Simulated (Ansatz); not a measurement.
# C3H9ClSi2: the cost of one run

All numbers below are computed with Ansatz 0.2.0 (RKS B3LYP-D4/STO-3G).

## (1) The starting structure

Bond lengths (14 of 15 bonds, heavy atoms first): C1–C2 1.470 Å, C2–Cl3 1.777 Å, C2–C4 1.597 Å, C4–Si5 1.848 Å, C2–Si6 1.959 Å, Si5–Si6 2.250 Å, C1–H7 1.072 Å, C1–H8 1.112 Å, C1–H9 1.176 Å, C4–H10 1.119 Å, C4–H11 1.127 Å, Si5–H12 1.522 Å, Si5–H13 1.462 Å, Si6–H14 1.485 Å. Angles (14 of 30 angles, heavy atoms first): C1–C2–Cl3 110.8°, C1–C2–C4 114.3°, C1–C2–Si6 114.3°, Cl3–C2–C4 117.2°, Cl3–C2–Si6 104.9°, C4–C2–Si6 94.0°, C2–C4–Si5 100.9°, C4–Si5–Si6 78.6°, C2–Si6–Si5 78.1°, C2–C1–H7 113.7°, C2–C1–H8 112.7°, C2–C1–H9 111.5°, C2–C4–H10 111.3°, C2–C4–H11 109.8°.

Coordinates:

```xyz
15

C    -1.8572    0.2049    0.3835
C    -0.4080    0.0805    0.5968
Cl    0.0125    0.4331    2.2866
C     0.2448   -1.2199   -0.0619
Si    1.8913   -0.5589   -0.5797
Si    0.6707    1.3272   -0.4606
H    -2.4365   -0.5028    0.9420
H    -2.1392    0.1456   -0.6900
H    -2.2563    1.2521    0.7390
H     0.2331   -2.0846    0.6479
H    -0.3919   -1.5727   -0.9226
H     2.9326   -0.7270    0.5172
H     2.2677   -0.9878   -1.9259
H    -0.0220    1.6963   -1.7218
H     1.2365    2.4632    0.2789
```

## (2) Preparing the start

Contents of input.yaml:

```yaml
crystal:
  periodic: [false, false, false]
  atoms:
    - { symbol: C, position_ang: [-1.8572, 0.2049, 0.3835] }
    - { symbol: C, position_ang: [-0.408, 0.0805, 0.5968] }
    - { symbol: Cl, position_ang: [0.0125, 0.4331, 2.2866] }
    - { symbol: C, position_ang: [0.2448, -1.2199, -0.0619] }
    - { symbol: Si, position_ang: [1.8913, -0.5589, -0.5797] }
    - { symbol: Si, position_ang: [0.6707, 1.3272, -0.4606] }
    - { symbol: H, position_ang: [-2.4365, -0.5028, 0.942] }
    - { symbol: H, position_ang: [-2.1392, 0.1456, -0.69] }
    - { symbol: H, position_ang: [-2.2563, 1.2521, 0.739] }
    - { symbol: H, position_ang: [0.2331, -2.0846, 0.6479] }
    - { symbol: H, position_ang: [-0.3919, -1.5727, -0.9226] }
    - { symbol: H, position_ang: [2.9326, -0.727, 0.5172] }
    - { symbol: H, position_ang: [2.2677, -0.9878, -1.9259] }
    - { symbol: H, position_ang: [-0.022, 1.6963, -1.7218] }
    - { symbol: H, position_ang: [1.2365, 2.4632, 0.2789] }
basis:
  gaussian: { orbitals: STO-3G }
hamiltonian:
  xc: b3lyp
  dispersion: d4
relax:
  f_tol: 0.02
  max_steps: 40
scf:
  lower_state_search: "off"
```

Launch:

```
> ansatz run input.yaml --threads 1 --pin off --max-ram 2048MiB --backend cpu --events-out ev --progress --plain --runs-dir out
```

Q: Estimate wall time and peak memory on 1 thread of Intel Xeon Platinum 8259CL at 2.50GHz (Skylake/Cascade Lake), shared host.

About 55 s, with a peak of 0.15 GiB.
